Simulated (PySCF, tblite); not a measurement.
# C4H12GeSi: geometry, infrared bands and NMR shifts

What infrared bands and NMR shifts should C4H12GeSi (`C=[C](C)[Ge@H]([CH3])[SiH3]`) show?

Programs: tblite 0.8.0 and PySCF 2.14.0, with density-fitted response routines of our own. Each step states its level of theory. These are calculated values for one molecule in the gas phase, unless marked as measured. Atoms count from 0, in the outputs and in this text.

**1. The molecule as given**

18 atoms, charge 0, multiplicity 1; geometry from: force field or distance geometry start.

Bonds of the start (Å): C0–C1 1.33, C1–C2 1.47, C1–Ge3 1.94, Ge3–C4 1.92, Ge3–Si5 2.31, C0–H6 1.08, C0–H7 1.09, C2–H8 1.11, C2–H9 1.12, C2–H10 1.12, Ge3–H11 1.55, C4–H12 1.10, C4–H13 1.11, C4–H14 1.12, Si5–H15 1.44, Si5–H16 1.48, Si5–H17 1.46.

**2. Geometry optimisation with GFN2-xTB**

The job: settings as JSON, then the geometry in Å.

```
{"job": {"kind": "relax", "xc": "GFN2-xTB", "basis": "xTB"}, "charge": 0, "multiplicity": 1}
C     -1.144400    -1.584000     1.358500
C     -0.898700    -0.765900     0.339400
C     -1.606400    -0.806200    -0.946700
Ge     0.519600     0.539700     0.595800
C     -0.109400     2.185800    -0.162400
Si     2.448000    -0.252000    -0.397700
H     -1.914000    -2.335300     1.321100
H     -0.568000    -1.479300     2.273300
H     -1.301700    -1.739700    -1.469100
H     -2.704700    -0.818400    -0.736900
H     -1.305900     0.093200    -1.546900
H      0.793700     0.684900     2.119400
H      0.591900     2.627800    -0.887400
H     -0.208500     2.916500     0.673900
H     -1.131100     2.091600    -0.599300
H      2.754900     0.563900    -1.546800
H      2.191600    -1.617500    -0.919900
H      3.584400    -0.298900     0.520000
```

Run with:

```sh
> OMP_NUM_THREADS=1 python probes_run.py task.json out
```

One launch serves the whole session: the jobs run in the order shown.

**Question.** This job is followed by: GFN2-xTB harmonic vibrations, gas phase; GIAO PBE0/pcSseg-1 NMR shielding, non-relativistic, gas phase. What will the session give for the following? strongest single infrared mode (GFN2-xTB); zero-point energy (GFN2-xTB); 13C shifts against TMS (PBE0/pcSseg-1); 1H shifts against TMS (PBE0/pcSseg-1, means over atoms taken as alike); 73Ge shifts against GeMe4 (PBE0/pcSseg-1); 29Si shifts against TMS (PBE0/pcSseg-1).

The runs gave:

```
                                                              quantity                                   value
                             strongest single infrared mode (GFN2-xTB)                   1836 cm⁻¹, 508 km/mol
                                          zero-point energy (GFN2-xTB)                           84.9 kcal/mol
                                13C shifts against TMS (PBE0/pcSseg-1)            156.9, 130.9, 27.4, -1.9 ppm
1H shifts against TMS (PBE0/pcSseg-1, means over atoms taken as alike)  5.97, 5.60, 4.32, 3.53, 2.05, 0.42 ppm
                             73Ge shifts against GeMe4 (PBE0/pcSseg-1)                                -145 ppm
                               29Si shifts against TMS (PBE0/pcSseg-1)                              -111.6 ppm
```

In words: Over 178 steps the energy fell by 0.396 eV; of the close pairs, Ge3–C4 changed most, 1.918 to 1.986 Å. No mode is imaginary among the 48: a minimum at this level. The strongest single mode, at 1836 cm⁻¹, moves mainly H11. Unscaled tight-binding wavenumbers are off by several per cent, some by more. Its intensities can rank the bands wrongly. The most deshielded carbon is C1 (fully substituted alkene carbon), at 156.9 ppm: as expected for a trigonal carbon in a double bond. At PBE0/pcSseg-1: Shielding is most anisotropic at C1 (span 249 ppm, paramagnetic term -235 ppm). Spin-orbit coupling is left out, which matters for shieldings and couplings at and beside the heavy atoms.
